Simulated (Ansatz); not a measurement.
# CH5B2FO2: molecular dynamics

Purpose: to follow the molecule's vibrations and see whether its bonds hold. The start is relaxed first. Runs: 600 steps of 1 fs under a Langevin thermostat at 300 K. SMILES of the start: BBC(O)(O)F.

Method: RKS PBE0/STO-3G, in Ansatz 0.2.0.

### 1 The structure to begin with

Bond lengths: B1–B2 1.648 Å, B2–C3 1.561 Å, C3–O4 1.404 Å, C3–O5 1.424 Å, C3–F6 1.420 Å, B1–H7 1.217 Å, B1–H8 1.130 Å, B2–H9 1.212 Å, O4–H10 0.936 Å, O5–H11 0.989 Å. Angles: B1–B2–C3 118.6°, B1–B2–H9 122.6°, C3–B2–H9 118.8°, B2–B1–H7 116.1°, B2–B1–H8 122.6°, H7–B1–H8 121.1°, B2–C3–O4 113.3°, B2–C3–O5 110.4°, B2–C3–F6 109.1°, O4–C3–O5 107.9°, O4–C3–F6 107.2°, O5–C3–F6 108.9°, C3–O4–H10 113.7°, C3–O5–H11 105.5°.

As a file:

```xyz
11

B    -1.7782   -0.3655   -0.7679
B    -0.7900    0.6587    0.0630
C     0.6814    0.2166    0.3388
O     0.7746   -0.9607    1.0973
O     1.3737    0.0028   -0.8870
F     1.3436    1.2391    1.0680
H    -2.9089    0.0334   -0.9784
H    -1.4208   -1.3533   -1.1841
H    -1.1705    1.7248    0.4949
H     1.6374   -1.1363    1.4139
H     2.3232   -0.1166   -0.6378
```

### 2 Preparing the start

The input, input.yaml:

```yaml
crystal:
  periodic: [false, false, false]
  atoms:
    - { symbol: B, position_ang: [-1.7782, -0.3655, -0.7679] }
    - { symbol: B, position_ang: [-0.79, 0.6587, 0.063] }
    - { symbol: C, position_ang: [0.6814, 0.2166, 0.3388] }
    - { symbol: O, position_ang: [0.7746, -0.9607, 1.0973] }
    - { symbol: O, position_ang: [1.3737, 0.0028, -0.887] }
    - { symbol: F, position_ang: [1.3436, 1.2391, 1.068] }
    - { symbol: H, position_ang: [-2.9089, 0.0334, -0.9784] }
    - { symbol: H, position_ang: [-1.4208, -1.3533, -1.1841] }
    - { symbol: H, position_ang: [-1.1705, 1.7248, 0.4949] }
    - { symbol: H, position_ang: [1.6374, -1.1363, 1.4139] }
    - { symbol: H, position_ang: [2.3232, -0.1166, -0.6378] }
basis:
  gaussian: { orbitals: STO-3G }
hamiltonian:
  xc: pbe0
relax:
  f_tol: 0.02
  max_steps: 40
output:
  orbitals: {}
```

Command:

```console
$ ansatz run input.yaml --threads 1 --pin off --max-ram 2048MiB --backend cpu --events-out ev --progress --plain --runs-dir out
```

Further steps of the session: The run.

**Question.** What will these runs give? Wanted: relaxation of the start; temperature, first and last step; temperature, second half; potential energy, second half; bonds formed or broken.

**Answer**, as computed:

```
                        quantity                          value
         relaxation of the start       17 moves, 2.731 eV lower
                          length              600 steps of 1 fs
temperature, first and last step                  273 and 385 K
        temperature, second half  mean 298 K, from 154 to 534 K
   potential energy, second half    +35 meV/atom from the start
          bonds formed or broken                              0
```

**Reading.** Against a set 300 K the second half averages 298 K with a spread of 56 K. The bonding pattern survives the run. Averages from a run of 600 fs with 11 atoms are rough. The nuclei move classically, without zero-point motion, which matters most for hydrogen. In so small a basis the energies are only a sketch.
